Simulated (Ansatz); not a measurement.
# Li: strong compression

The task here is to estimate one member of a computed series from the others.

Method: DFT, PBE, PAW with Ansatz's default frozen-core files, scalar-relativistic, in Ansatz 0.2.0.

## The system as given

The structure is cubic, space group Im-3m (No. 229). The conventional cell has a = 3.431 Å, b = 3.431 Å, c = 3.431 Å, α = 90.00°, β = 90.00°, γ = 90.00°. Li (site symmetry m-3m) is surrounded by 8 Li at 2.97 Å.

Coordinates:

```
CELL_PARAMETERS angstrom
-1.71540 1.71540 1.71540
1.71540 -1.71540 1.71540
1.71540 1.71540 -1.71540
ATOMIC_POSITIONS crystal
Li 0.00000 0.00000 0.00000
```

Whether this phase is the stable one at these pressures isn't tested.

The first run:

input.yaml reads:

```yaml
crystal:
  lattice:
    - [-1.7154021332, 1.7154021332, 1.7154021332]
    - [1.7154021332, -1.7154021332, 1.7154021332]
    - [1.7154021332, 1.7154021332, -1.7154021332]
  atoms:
    - { symbol: Li, position: [0.0, 0.0, 0.0] }
kpoints:
  mp_grid: { grid: [17, 17, 17] }
scf:
  occupations: { method: fermi_dirac, width: 0.1 }
hamiltonian:
  xc: pbe
  pseudopotentials: { kind: paw }
output:
  forces: true
  stress: true
relax:
  f_tol: 0.005
  max_steps: 40
  cell: {}
```

The run is started by

```sh
$ ansatz run input.yaml --threads 1 --pin off --max-ram 2048MiB --backend cpu --events-out ev --progress --plain --runs-dir out
```

Among the steps run: Cell relaxed at zero pressure, PAW; Volume scaled by 1, PAW; Volume scaled by 1, PAW (cutoff 250 eV); Volume scaled by 0.95, PAW; Volume scaled by 0.85, PAW; Volume scaled by 0.75, PAW; Volume scaled by 0.65, PAW; Volume scaled by 0.55, PAW; Volume scaled by 0.45, PAW; Volume scaled by 0.4, PAW; Volume scaled by 0.4, PAW (cutoff 250 eV).

One table of the session follows, with a row left open; its other results are not shown here.

```
             method  volume over the first  volume (Å³/atom)  pressure (GPa)
                PAW                      1            20.234            0.03
                PAW                   0.95            19.222            0.81
                PAW                   0.85            17.199            3.01
                PAW                   0.75                 ?               ?
                PAW                   0.65            13.152           12.38
                PAW                   0.55            11.129           22.71
                PAW                   0.45             9.105           42.47
                PAW                    0.4             8.093           59.44
PAW (cutoff 250 eV)                      1            20.234            0.01
PAW (cutoff 250 eV)                    0.4             8.093           59.65
```

Q: Estimate the row for PAW, 0.75 from the others.

As computed: volume (Å³/atom): 15.175; pressure (GPa): 6.52. In the column «volume (Å³/atom)» it lies between PAW, 0.65 (13.152) and PAW, 0.85 (17.199).

Limits of these values: Warnings in the runs' records: cutoff below recommended.
